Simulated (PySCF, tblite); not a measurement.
# C₈H₉O radical: geometry, infrared bands and EPR parameters

What infrared bands and EPR parameters should C₈H₉O radical (`C#C[C@H]([CH]C(C)=O)C=C`) show?

The runs use tblite 0.8.0 and PySCF 2.14.0, with density-fitted response routines of our own; the level of theory stands in each step. All values are computed, except where a source is named. Atoms count from 0, in the outputs and in this text.

### 1 Starting geometry

18 atoms, charge 0, multiplicity 2; geometry from: force field or distance geometry start.

Bonds of the start (Å): C0–C1 1.20, C1–C2 1.48, C2–C3 1.47, C3–C4 1.46, C4–C5 1.50, C4–O6 1.24, C2–C7 1.52, C7–C8 1.33, C0–H9 1.07, C2–H10 1.10, C3–H11 1.10, C5–H12 1.10, C5–H13 1.10, C5–H14 1.10, C7–H15 1.10, C8–H16 1.09, C8–H17 1.08.

### 2 Optimising the geometry with GFN2-xTB

What the job is given:

```
{"job": {"kind": "relax", "xc": "GFN2-xTB", "basis": "xTB"}, "charge": 0, "multiplicity": 2}
C     -2.426500    -2.027300    -0.768800
C     -1.726000    -1.096700    -0.491000
C     -0.835000     0.033100    -0.134900
C      0.462900    -0.488800     0.330100
C      1.724200     0.008300    -0.222000
C      3.003400    -0.568300     0.300700
O      1.723000     0.886300    -1.095600
C     -1.501100     0.856400     0.949300
C     -1.698000     2.173600     0.881800
H     -3.075900    -2.840100    -1.022400
H     -0.719100     0.646700    -1.040700
H      0.503200    -1.238800     1.128500
H      2.819500    -1.468600     0.903000
H      3.659300    -0.839100    -0.538600
H      3.500600     0.183900     0.935500
H     -1.853100     0.320700     1.842900
H     -2.189400     2.711800     1.695100
H     -1.380700     2.753300     0.022100
```

Launch:

```bash
> OMP_NUM_THREADS=1 python probes_run.py task.json out
```

One launch serves the whole session: the jobs run in the order shown.

**Question.** This job is followed by: GFN2-xTB harmonic vibrations, gas phase; UKS B3LYP, pcH-1 on C H O, non-relativistic, mean-field spin-orbit, GIAO. Predict these results of the whole session: strongest single infrared mode (GFN2-xTB); zero-point energy (GFN2-xTB); g(iso) (B3LYP); ⟨S²⟩; largest a(iso) (averaged by class); surface potential, 1st and 99th percentile.

As calculated:

```
                                 quantity                  value
strongest single infrared mode (GFN2-xTB)  1591 cm⁻¹, 172 km/mol
             zero-point energy (GFN2-xTB)          86.5 kcal/mol
                           g(iso) (B3LYP)                2.00430
                                     ⟨S²⟩     0.762 (exact 0.75)
       largest a(iso) (averaged by class)    13C on C3, 65.4 MHz
    surface potential, 1st and 99th percentile     -1.64 V and 1.42 V
```

What this shows: Over 132 steps the energy fell by 0.151 eV; of the close pairs, C3–C4 changed most, 1.464 to 1.425 Å. No mode is imaginary among the 48: a minimum at this level. The strongest single mode, at 1591 cm⁻¹, moves mainly C4 and O6. Unscaled tight-binding wavenumbers are off by several per cent, some by more. Its intensities can rank the bands wrongly. C3 carries the largest spin population, 0.81 e. The isotropic g lies 2.0 ppt above the free-electron value.
